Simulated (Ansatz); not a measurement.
# CH5FGeOSi: up Jacob's ladder to CCSD(T)

Aim: compute CH5FGeOSi with functionals from several rungs and with coupled cluster, and see how far each lands from CCSD(T) at the basis-set limit for the atomisation energy.

Computed with Ansatz 0.2.0, Gaussian basis. Level: functionals in def2-TZVPP, the program's frozen cores in correlated methods.

Levels to be run: PBE-D4, r2SCAN-D4, PBE0-D4, B3LYP-D4, ωB97X-V, ωB97M-V, B2PLYP; CCSD(T)/def2-TZVPP; MP2/def2-QZVPP; extrapolation to the limit.

**1. The relaxed structure**

All runs share one geometry, relaxed beforehand with PBE0-D4 in a triple-zeta def2 set.

10 atoms, charge 0, spin multiplicity 1.

Atoms are counted from 1 here; the program's logs count them from 0.

Bond lengths: O1–C2 1.206 Å, C2–Si3 1.939 Å, C2–Ge4 2.022 Å, Si3–H6 1.483 Å, Si3–H7 1.484 Å, Si3–H8 1.485 Å, Ge4–F5 1.750 Å, Ge4–H9 1.536 Å, Ge4–H10 1.536 Å. Angles: O1–C2–Si3 122.7°, O1–C2–Ge4 118.3°, Si3–C2–Ge4 119.0°, C2–Si3–H6 108.9°, C2–Si3–H7 107.6°, C2–Si3–H8 107.6°, H6–Si3–H7 111.4°, H6–Si3–H8 111.4°, H7–Si3–H8 109.7°, C2–Ge4–F5 103.8°, C2–Ge4–H9 113.0°, C2–Ge4–H10 113.0°, F5–Ge4–H9 106.7°, F5–Ge4–H10 106.7°, H9–Ge4–H10 112.8°.

**2. PBE-D4 (GGA)**

Input file in.yaml:

```yaml
crystal:
  periodic: [false, false, false]
  atoms:
    - {symbol: O, position_ang: [-1.584830, -1.318626, -0.310039]}
    - {symbol: C, position_ang: [-0.688054, -0.531368, -0.136233]}
    - {symbol: Si, position_ang: [-0.945986, 1.387654, -0.235299]}
    - {symbol: Ge, position_ang: [1.155811, -1.252180, 0.274064]}
    - {symbol: F, position_ang: [2.138106, 0.185967, 0.447854]}
    - {symbol: H, position_ang: [-2.369536, 1.664564, -0.543335]}
    - {symbol: H, position_ang: [-0.552531, 1.962721, 1.075509]}
    - {symbol: H, position_ang: [-0.049733, 1.907619, -1.298372]}
    - {symbol: H, position_ang: [1.756201, -2.059653, -0.886616]}
    - {symbol: H, position_ang: [1.223551, -1.997898, 1.615368]}
basis:
  gaussian: {orbitals: def2-TZVPP}
hamiltonian: {xc: pbe, dispersion: d4}
output: {forces: true, orbitals: {seedname: orbitals}}
```

Command:

```
$ ansatz run in.yaml --threads 4 --pin off --events-out ev --progress --plain --max-ram 10444MiB
```

Further steps of the session: r2SCAN-D4 (meta-GGA); PBE0-D4 (hybrid); B3LYP-D4 (hybrid); ωB97X-V (range-separated); ωB97M-V (range-separated); B2PLYP (double hybrid); CCSD(T) in def2-TZVPP; MP2 in def2-QZVPP.

Before running them: what should the planned runs give, taken together? Wanted: atomisation energy, CCSD(T)/CBS; farthest; mean size of error, hybrid; mean size of error, range-separated; gap, smallest and largest; T1 diagnostic; triples share of the correlation energy.

As calculated:

| quantity | value |
| --- | --- |
| atomisation energy, CCSD(T)/CBS | 3346.7 kJ/mol |
| functionals within 33.5 kJ/mol (1.0 %) | r2SCAN-D4, B3LYP-D4, ωB97X-V, ωB97M-V |
| farthest | B2PLYP (-49.4 kJ/mol) |
| mean size of error, hybrid | 29.9 kJ/mol |
| mean size of error, range-separated | 14.6 kJ/mol |
| gap, smallest and largest | 2.24 eV (PBE-D4), 9.23 eV (ωB97X-V) |
| T1 diagnostic | 0.0144 |
| triples share of the correlation energy | 3.7 % |

PBE-D4 misses by +46.0 kJ/mol. Double hybrids carry the basis error of their MP2 part in triple zeta, and no dispersion term here, so their miss is partly the set-up's. The reference freezes the cores and leaves out relativity and excitations past (T), and its outer-core shells are covered unevenly, so misses under about 33.5 kJ/mol can't be ranked. Hartree-Fock recovers 70 % of the binding; the rest is correlation. Orbital gaps span 2.2 to 9.2 eV; exact exchange widens them. Correlated methods include outer-core shells of Ge, which these sets cover unevenly.
